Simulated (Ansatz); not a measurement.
**CH8GaN: small, medium and large basis sets**

One table from this session's results is given with a row withheld; the runs are named, their logs left out.

Method: one geometry, several basis sets; program: Ansatz 0.2.0, Gaussian basis.

Plan: PBE0-D4/def2-SVP; ωB97M-V/def2-SVP; PBE0-D4/def2-QZVPP; ωB97M-V/def2-QZVPP; the functionals' def2-TZVPP values are taken from earlier runs.

**Structure used throughout**

All runs share one geometry, relaxed beforehand with PBE0-D4 in a triple-zeta def2 set.

SMILES `C[NH2+][GaH3-]`, 11 atoms, charge 0, spin multiplicity 1.

Atoms are counted from 1 here; the program's logs count them from 0.

Bond lengths: C1–N2 1.466 Å, C1–H4 1.093 Å, C1–H5 1.090 Å, C1–H6 1.090 Å, N2–Ga3 2.133 Å, N2–H7 1.014 Å, N2–H8 1.014 Å, Ga3–H9 1.583 Å, Ga3–H10 1.583 Å, Ga3–H11 1.583 Å. Angles: N2–C1–H4 112.6°, N2–C1–H5 108.7°, N2–C1–H6 108.7°, H4–C1–H5 109.4°, H4–C1–H6 109.4°, H5–C1–H6 108.0°, C1–N2–Ga3 113.5°, C1–N2–H7 110.7°, C1–N2–H8 110.7°, Ga3–N2–H7 107.4°, Ga3–N2–H8 107.4°, H7–N2–H8 106.7°, N2–Ga3–H9 98.3°, N2–Ga3–H10 98.3°, N2–Ga3–H11 98.9°, H9–Ga3–H10 117.6°, H9–Ga3–H11 118.0°, H10–Ga3–H11 118.0°.

The first run:

Input file in.yaml:

```yaml
crystal:
  periodic: [false, false, false]
  atoms:
    - {symbol: C, position_ang: [1.119645, -0.770981, 0.401688]}
    - {symbol: N, position_ang: [0.362998, 0.484939, 0.402580]}
    - {symbol: Ga, position_ang: [-1.437955, 0.394002, -0.736375]}
    - {symbol: H, position_ang: [2.039078, -0.708035, 0.989125]}
    - {symbol: H, position_ang: [1.365810, -1.030481, -0.627646]}
    - {symbol: H, position_ang: [0.486738, -1.561042, 0.805039]}
    - {symbol: H, position_ang: [0.110972, 0.751764, 1.348071]}
    - {symbol: H, position_ang: [0.922774, 1.241791, 0.025090]}
    - {symbol: H, position_ang: [-0.801532, 0.044559, -2.143553]}
    - {symbol: H, position_ang: [-2.151689, -0.776024, 0.056664]}
    - {symbol: H, position_ang: [-1.951538, 1.872607, -0.500083]}
basis:
  gaussian: {orbitals: def2-SVP}
hamiltonian: {xc: pbe0, dispersion: d4}
output: {orbitals: {seedname: orbitals}}
```

Steps of the session up to this table: PBE0-D4 in def2-SVP; ωB97M-V in def2-SVP; PBE0-D4 in def2-QZVPP; ωB97M-V in def2-QZVPP.

One table of the session follows, with a row left open; its other results are not shown here.

It belongs to the step «Density functionals: the series». 

```
functional       basis  HOMO (eV)  LUMO (eV)
   PBE0-D4    def2-SVP      -7.38       0.43
   PBE0-D4  def2-TZVPP      -7.45      -0.01
   PBE0-D4  def2-QZVPP          ?          ?
   ωB97M-V    def2-SVP      -9.58       2.06
   ωB97M-V  def2-TZVPP      -9.71       1.45
   ωB97M-V  def2-QZVPP      -9.72       0.96
```

Estimate the missing values for PBE0-D4, def2-QZVPP.

As computed: HOMO (eV): -7.47; LUMO (eV): -0.27. In the column «HOMO (eV)» it lies between ωB97M-V, def2-SVP (-9.58) and PBE0-D4, def2-TZVPP (-7.45).
